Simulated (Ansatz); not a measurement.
# BGeH3Cl2 (SMILES Cl[B](Cl)[GeH3]): SVWN5/cc-pVDZ

What is the electronic atomisation energy of BGeH3Cl2 at SVWN5/cc-pVDZ? 

The results are computed with Ansatz 0.2.0.

72 further runs of the same task are left out: 72 set aside as unsound or not needed.

## (1) The structure to begin with

BGeH3Cl2: 7 atoms, total charge 0, spin state singlet. As SMILES, `Cl[B](Cl)[GeH3]`. Geometry: relaxed at PBE0-D4/def2-TZVP.

Bond lengths: Cl1–B2 1.741 Å, B2–Cl3 1.743 Å, B2–Ge4 2.068 Å, Ge4–H5 1.538 Å, Ge4–H6 1.538 Å, Ge4–H7 1.535 Å. Angles: Cl1–B2–Cl3 118.5°, Cl1–B2–Ge4 121.7°, Cl3–B2–Ge4 119.8°, B2–Ge4–H5 109.4°, B2–Ge4–H6 109.3°, B2–Ge4–H7 111.8°, H5–Ge4–H6 107.9°, H5–Ge4–H7 109.2°, H6–Ge4–H7 109.2°.

## (2) A single-point energy at SVWN5/cc-pVDZ

Input file run.yaml:

```yaml
crystal:
  periodic: [false, false, false]
  atoms:
    - {symbol: Cl, position_ang: [1.749500, -1.428200, 1.208700]}
    - {symbol: B, position_ang: [0.206400, -1.021900, 0.511500]}
    - {symbol: Cl, position_ang: [-1.082400, -2.191800, 0.604700]}
    - {symbol: Ge, position_ang: [-0.123100, 0.798500, -0.412200]}
    - {symbol: H, position_ang: [-0.556200, 0.560600, -1.868300]}
    - {symbol: H, position_ang: [-1.266100, 1.534300, 0.306700]}
    - {symbol: H, position_ang: [1.133300, 1.680500, -0.396700]}
basis:
  gaussian:
    orbitals: cc-pVDZ
total_charge: 0
hamiltonian:
  xc: {name: SVWN5}
accuracy: high
output: {orbitals: {seedname: orbitals}}
```

Launch:

```console
$ ansatz run run.yaml --threads 1 --pin off --max-ram 3480MiB --events-out events.jsonl --progress --plain --runs-dir runs
```

What it wrote:

```text
Warning: RAYON_NUM_THREADS=1 ignored (pool sized by the plan → 1); use --threads N
Functional definition: SVWN5
  name "SVWN5"
  exchange = slater_x
  correlation = vwn5_c
2113 factors; integrals over basis functions are off by at most 4.4e-9 eV
mean field evaluation 1: about -82113.8256 eV, gradient 2.1e1 eV
mean field evaluation 2: about -82112.8641 eV, gradient 2.8e1 eV
mean field evaluation 4: about -82115.2547 eV, gradient 9.4e-1 eV
mean field evaluation 8: about -82115.2548 eV, gradient 1.1e-2 eV
mean field evaluation 16: about -82115.2548 eV, gradient 1.4e-6 eV
mean field -82115.25477450 eV, -3017.6799532440 hartree, gradient 4.2e-8 eV, S^2 0.000000; 0 other end points of the search recorded, 0 dependent functions left out
reference -82115.25477769 eV, -3017.6799533614 hartree; 37, 37 occupied and 55, 55 virtual orbitals, 2113 factors
Total energy: -82115.25477769 eV, -3017.6799533614 hartree
```

Run time: 6.9 s. Hardware: 1 thread of Arm Neoverse V1, shared host; peak memory 0.24 GiB.

## (3) The B atom, same level

Input file input.yaml:

```yaml
crystal:
  periodic: [false, false, false]
  atoms:
    - {symbol: B, position_ang: [0.000000, 0.000000, 0.000000]}
basis:
  gaussian:
    orbitals: cc-pVDZ
magnetization:
  spin_polarized: true
  initial_magnetization: 1
hamiltonian:
  xc: {name: SVWN5}
accuracy: high
```

Run the same way, it converges to -24.34926 Eh (log not shown).

## (4) The Cl atom at the same level

Input file run.yaml:

```yaml
crystal:
  periodic: [false, false, false]
  atoms:
    - {symbol: Cl, position_ang: [0.000000, 0.000000, 0.000000]}
basis:
  gaussian:
    orbitals: cc-pVDZ
magnetization:
  spin_polarized: true
  initial_magnetization: 1
accuracy: high
hamiltonian:
  xc: {name: SVWN5}
```

Run the same way, it converges to -458.63842 Eh (log not shown).

## (5) The Ge atom at the same level

Input file molecule.yaml:

```yaml
crystal:
  periodic: [false, false, false]
  atoms:
    - {symbol: Ge, position_ang: [0.000000, 0.000000, 0.000000]}
basis:
  gaussian: {orbitals: cc-pVDZ}
magnetization: {spin_polarized: true, initial_magnetization: 2}
hamiltonian: {xc: {name: SVWN5}}
accuracy: high
```

Run the same way, it converges to -2073.72750 Eh (log not shown).

## (6) The H atom, same level

Input file run.yaml:

```yaml
crystal:
  periodic: [false, false, false]
  atoms:
    - {symbol: H, position_ang: [0.000000, 0.000000, 0.000000]}
basis:
  gaussian:
    orbitals: cc-pVDZ
accuracy: high
hamiltonian:
  xc: {name: SVWN5}
magnetization:
  spin_polarized: true
  initial_magnetization: 1
```

Launch:

```console
$ ansatz run run.yaml --threads 1 --pin off --max-ram 3480MiB --events-out events.jsonl --progress --plain --runs-dir runs
```

What it wrote:

```text
Warning: RAYON_NUM_THREADS=1 ignored (pool sized by the plan → 1); use --threads N
[... 4 set-up lines as earlier in the session ...]
15 factors; integrals over basis functions are off by at most 4.6e-8 eV
mean field evaluation 1: about -12.9914 eV, gradient 3.1e-1 eV
mean field evaluation 2: about -12.9913 eV, gradient 3.1e-1 eV
mean field evaluation 4: about -12.9925 eV, gradient 1.4e-5 eV
mean field evaluation 8: about -12.9925 eV, gradient 3.2e-8 eV
mean field -12.99253359 eV, -0.4774668029 hartree, gradient 3.2e-8 eV, S^2 0.750000; 0 other end points of the search recorded, 0 dependent functions left out
reference -12.99253504 eV, -0.4774668559 hartree; 1, 0 occupied and 4, 5 virtual orbitals, 15 factors
Total energy: -12.99253504 eV, -0.4774668559 hartree
```

It took 0.08 s on 1 thread of Arm Neoverse V1, shared host.

## (7) Results

Level: SVWN5/cc-pVDZ.

| quantity | value |
| --- | --- |
| molecule: total energy | -3017.67995 Eh |
| molecule: HOMO energy | -7.05 eV |
| molecule: LUMO energy | -3.00 eV |
| molecule: HOMO–LUMO gap | 4.05 eV |
| B atom: total energy | -24.34926 Eh |
| B atom: ⟨S²⟩ | 0.751 |
| Cl atom: total energy | -458.63842 Eh |
| Cl atom: ⟨S²⟩ | 0.751 |
| Ge atom: total energy | -2073.72750 Eh |
| Ge atom: ⟨S²⟩ | 2.001 |
| H atom: total energy | -0.47747 Eh |
| H atom: ⟨S²⟩ | 0.750 |
| electronic atomisation energy | 24.326 eV |

**Reading.** Taking the molecule apart into free atoms costs 24.33 eV (2347 kJ/mol), before zero-point energy and without spin-orbit coupling.
